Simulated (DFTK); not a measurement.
Set up this calculation in DFTK 0.8.2, as the native input.

```
Task                         : band structure
Functional                   : TASK
Potentials or basis          : SG15 1.2 (PBE)
Cutoff                       : 1225 eV
k mesh                       : 4 × 4 × 3
Occupations                  : fermi-dirac, width 0.05 eV
Spin                         : no spin polarisation
Valence electrons            : H 1, N 5, O 6, Pb 14
SCF tolerance on the density : 1e-06
SCF solver                   : ScfAndersonSolver
```

The structure of HPbNO4 lies in HPbNO4.cif:

```cif
data_HPbNO4
_cell_length_a 3.85724387
_cell_length_b 4.33786359
_cell_length_c 5.98437466
_cell_angle_alpha 81.87235663
_cell_angle_beta 83.25709198
_cell_angle_gamma 87.67895128
_space_group_name_H-M_alt 'P1'
_space_group_name_Hall 'P 1'
_space_group_IT_number 1
loop_
_space_group_symop_operation_xyz
'x,y,z'
loop_
_atom_site_label
_atom_site_type_symbol
_atom_site_symmetry_multiplicity
_atom_site_Wyckoff_symbol
_atom_site_fract_x
_atom_site_fract_y
_atom_site_fract_z
_atom_site_occupancy
H1 H 1 a 0.6151100000 0.8955900000 0.1984400000 1
Pb1 Pb 1 a 0.6459700000 0.4465100000 0.9168500000 1
N1 N 1 a 0.7147400000 0.2381000000 0.5005800000 1
O1 O 1 a 0.1695800000 0.4700700000 0.7776800000 1
O2 O 1 a 0.6291900000 0.9704500000 0.4984500000 1
O3 O 1 a 0.5642400000 0.9258300000 0.0384900000 1
O4 O 1 a 0.7802200000 0.4225000000 0.3195100000 1
```

The cell was built by a generator and needn't be a form met in nature.

These files were run (other wordings do the same):

run.jl

```julia
using DFTK
using PseudoPotentialData
using Unitful, UnitfulAtomic
using LinearAlgebra, Printf
include("save.jl")
setup_threading()

lines = readlines("HPbNO4.cif")
tag(name) = parse(Float64, split(only(filter(startswith(name), lines)))[2])
a, b, c = tag.(["_cell_length_a", "_cell_length_b", "_cell_length_c"])
α, β, γ = deg2rad.(tag.(["_cell_angle_alpha", "_cell_angle_beta", "_cell_angle_gamma"]))
cx, cy  = cos(β), (cos(α) - cos(β) * cos(γ)) / sin(γ)
lattice = austrip(1u"Å") * [a b*cos(γ) c*cx; 0 b*sin(γ) c*cy; 0 0 c*sqrt(1 - cx^2 - cy^2)]
sites     = split.(lines[findlast(startswith("_atom_site_"), lines)+1:end])
symbols   = [Symbol(s[2]) for s in sites]
positions = [parse.(Float64, s[5:7]) for s in sites]
pseudopotentials = Dict(:H => "H.upf", :N => "N.upf", :O => "O.upf", :Pb => "Pb.upf")
elements = Dict(s => ElementPsp(s, pseudopotentials; rcut=10.0) for s in unique(symbols))
atoms    = [elements[s] for s in symbols]

build_model(lattice, positions; symmetries=true) =
    model_DFT(lattice, atoms, positions;
              functionals=[:mgga_x_task, :lda_c_pw],
              temperature=austrip(0.05u"eV"),
              smearing=Smearing.FermiDirac(),
              symmetries)
Ecut  = 45.0  # hartree
kgrid = [4, 4, 3]
tol   = 1e-6
to_GPa = ustrip(uconvert(u"GPa", 1u"hartree/bohr^3"))

model = build_model(lattice, positions)
basis = PlaneWaveBasis(model; Ecut, kgrid)
display(basis)
scfres = self_consistent_field(basis;
                               tol,
                               nbandsalg=AdaptiveBands(model; n_bands_converge=28),
                               solver=ScfAndersonSolver())
display(scfres.energies)
@printf "Fermi level: %.6f eV\n" ustrip(auconvert(u"eV", something(scfres.εF, NaN)))
forces = compute_forces_cart(scfres)
println("Forces (eV/Å)")
for (s, f) in zip(symbols, forces)
    @printf "%-3s %12.6f %12.6f %12.6f\n" s ustrip.(auconvert.(u"eV/Å", f))...
end
stress = compute_stresses_cart(scfres)
println("Stress (GPa)")
display(round.(stress * to_GPa; digits=4))
println("Levels at the first k-point (eV): ", round.(ustrip.(auconvert.(u"eV", scfres.eigenvalues[1][1:scfres.n_bands_converge])); digits=4))
save_scf!(scfres; forces, stress)

points = Dict("G" => [0.0, 0.0, 0.0], "L" => [0.5, 0.5, 0.0], "M" => [0.0, 0.5, 0.5], "N" => [0.5, 0.0, 0.5], "R" => [0.5, 0.5, 0.5], "X" => [0.5, 0.0, 0.0], "Y" => [0.0, 0.5, 0.0], "Z" => [0.0, 0.0, 0.5])
segments = [("X", "G", 6), ("G", "Y", 5), ("L", "G", 8), ("G", "Z", 4), ("N", "G", 7), ("G", "M", 6), ("R", "G", 8)]
kcoords = vcat([[points[a] + t * (points[b] - points[a]) for t in range(0, 1, n)] for (a, b, n) in segments]...)
bands = compute_bands(scfres, ExplicitKpoints(kcoords); n_bands=30, tol=1e-5)
for (k, ε) in zip(bands.basis.kpoints, bands.eigenvalues)
    @printf "%d %8.4f %8.4f %8.4f " k.spin k.coordinate...
    println(join([@sprintf("%9.4f", e) for e in ustrip.(auconvert.(u"eV", ε .- scfres.εF))]))
end
results["band_energies"] = rows(bands.eigenvalues); results["band_kpoints"] = rows(kcoords)
```

Potentials or basis: SG15 1.2 (PBE).

Command:

```console
$ julia --threads=4 run.jl  # save.jl only writes the numbers to a file and isn't shown; printed stress counts tension as positive; times include loading and compiling
```

It gave:

| Quantity | Value |
| --- | --- |
| Pressure | 3.7 GPa |
| Largest force | 1.265 eV/Å |
| Band gap on the k mesh | 0.41 eV, indirect (least direct gap 0.90 eV) |
| Band gap along the path | 0.16 eV, indirect (least direct gap 0.48 eV) |

Caveat: the real-space grid adds noise to forces; the potentials were made for another functional, which shifts forces and pressure; spin-orbit coupling is left out, which as a rule narrows the gap of such compounds by several tenths of an eV; the mesh misses the band edges, which the band path finds closer together.

Run time: 33 min on 4 threads of AMD EPYC 7R43 64-Core Processor (Zen 3), on a shared host, peak memory 5 GiB.
